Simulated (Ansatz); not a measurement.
# GaH3O2: a ladder of functionals and wavefunction methods

Aim: compute GaH3O2 with functionals from several rungs and with coupled cluster. The yardstick is the atomisation energy at the CCSD(T) limit.

The runs use Ansatz 0.2.0, Gaussian basis; functionals in def2-TZVPP, the program's frozen cores in correlated methods.

The runs, in order: LDA (SPW92), PBE-D4, revPBE-D4, BLYP-D4, r2SCAN-D4, B97M-V, PBE0-D4, B3LYP-D4, r2SCANh-D4, r2SCAN0-D4, HSE06-D4, BHLYP-D4, CAM-B3LYP-D4, LC-ωPBE, ωB97X-V, ωB97M-V, B2PLYP, PBE-QIDH; CCSD(T)/def2-SVP; CCSD(T)/def2-TZVPP; MP2/def2-QZVPP; extrapolation to the limit; RPA on PBE.

**1. The geometry**

An earlier PBE0-D4 in a triple-zeta def2 set relaxation fixed the geometry.

SMILES `[OH][GaH][OH]`, 6 atoms, charge 0, spin multiplicity 1.

Atoms are counted from 1 here; the program's logs count them from 0.

Bond lengths: O1–Ga2 1.786 Å, O1–H4 0.959 Å, Ga2–O3 1.777 Å, Ga2–H5 1.547 Å, O3–H6 0.960 Å. Angles: Ga2–O1–H4 115.0°, O1–Ga2–O3 112.5°, O1–Ga2–H5 125.8°, O3–Ga2–H5 121.7°, Ga2–O3–H6 112.6°.

Coordinates:

```mol
GaH3O2
  3D, bonds by distance, orders not assigned

  6  5  0  0  0  0  0  0  0  0999 V2000
   -1.2132   -0.6622   -0.3316 O   0  0
    0.1927    0.4285   -0.1777 Ga  0  0
    1.3745   -0.1486    1.0166 O   0  0
   -1.8737   -0.3833   -0.9683 H   0  0
    0.4102    1.7399   -0.9684 H   0  0
    1.1094   -0.9743    1.4294 H   0  0
  1  2  8  0
  2  3  8  0
  1  4  8  0
  2  5  8  0
  3  6  8  0
M  END
```

**2. LDA**

This LDA is Slater exchange with PW92 correlation.

File in.yaml:

```yaml
crystal:
  periodic: [false, false, false]
  atoms:
    - {symbol: O, position_ang: [-1.213195, -0.662196, -0.331643]}
    - {symbol: Ga, position_ang: [0.192712, 0.428520, -0.177701]}
    - {symbol: O, position_ang: [1.374539, -0.148614, 1.016596]}
    - {symbol: H, position_ang: [-1.873657, -0.383326, -0.968289]}
    - {symbol: H, position_ang: [0.410218, 1.739877, -0.968360]}
    - {symbol: H, position_ang: [1.109383, -0.974271, 1.429398]}
basis:
  gaussian: {orbitals: def2-TZVPP}
hamiltonian: {xc: lda}
output: {orbitals: {seedname: orbitals}}
```

Launch:

```sh
$ ansatz run in.yaml --threads 4 --pin off --events-out ev --progress --plain --max-ram 10444MiB
```

After this run come: PBE-D4 (GGA); revPBE-D4 (GGA); BLYP-D4 (GGA); r2SCAN-D4 (meta-GGA); B97M-V (meta-GGA); PBE0-D4 (hybrid); B3LYP-D4 (hybrid); r2SCANh-D4 (hybrid); r2SCAN0-D4 (hybrid); HSE06-D4 (hybrid); BHLYP-D4 (hybrid); CAM-B3LYP-D4 (range-separated); LC-ωPBE (range-separated); ωB97X-V (range-separated); ωB97M-V (range-separated); B2PLYP (double hybrid); PBE-QIDH (double hybrid); CCSD(T) in def2-SVP; CCSD(T) in def2-TZVPP; MP2 in def2-QZVPP; RPA on PBE orbitals.

**Question.** What will the summary of the whole plan be? Wanted: atomisation energy, CCSD(T)/CBS; farthest beyond LDA; mean size of error, GGA; mean size of error, meta-GGA; mean size of error, hybrid; mean size of error, range-separated; mean size of error, double hybrid; gap, smallest and largest; T1 diagnostic.

**Answer**, as computed:

| quantity | value |
| --- | --- |
| atomisation energy, CCSD(T)/CBS | 1973.9 kJ/mol |
| functionals within 19.7 kJ/mol (1.0 %) | PBE-D4, r2SCAN-D4 |
| farthest beyond LDA | BHLYP-D4 (-137.1 kJ/mol) |
| mean size of error, GGA | 37.0 kJ/mol |
| mean size of error, meta-GGA | 24.9 kJ/mol |
| mean size of error, hybrid | 72.9 kJ/mol |
| mean size of error, range-separated | 26.6 kJ/mol |
| mean size of error, double hybrid | 49.7 kJ/mol |
| gap, smallest and largest | 5.64 eV (BLYP-D4), 13.14 eV (LC-ωPBE) |
| T1 diagnostic | 0.0148 |
| triples share of the correlation energy | 3.6 % |

What this shows: The LDA atomisation energy is off by 297.9 kJ/mol (15 %): it overbinds. PBE-D4 is off by -4.0 kJ/mol. Double hybrids carry the basis error of their MP2 part in triple zeta, and no dispersion term here, so their miss is partly the set-up's. Taken by rung, meta-GGA functionals do best (24.9 kJ/mol on average) and hybrid ones worst beyond LDA (72.9 kJ/mol). The gap between the best rungs is small, so their order is not settled. The mean of the hybrids holds BHLYP, with half exact exchange. The reference freezes the cores and leaves out relativity and excitations past (T), and its outer-core shells are covered unevenly, so misses under about 19.7 kJ/mol can't be ranked. Hartree-Fock recovers 66 % of the binding; the rest is correlation. CCSD(T) in def2-SVP is off by -160.5 kJ/mol, so the small basis spoils what the method gains. Orbital gaps span 5.6 to 13.1 eV; exact exchange widens them. Correlated methods include outer-core shells of Ga, which these sets cover unevenly.
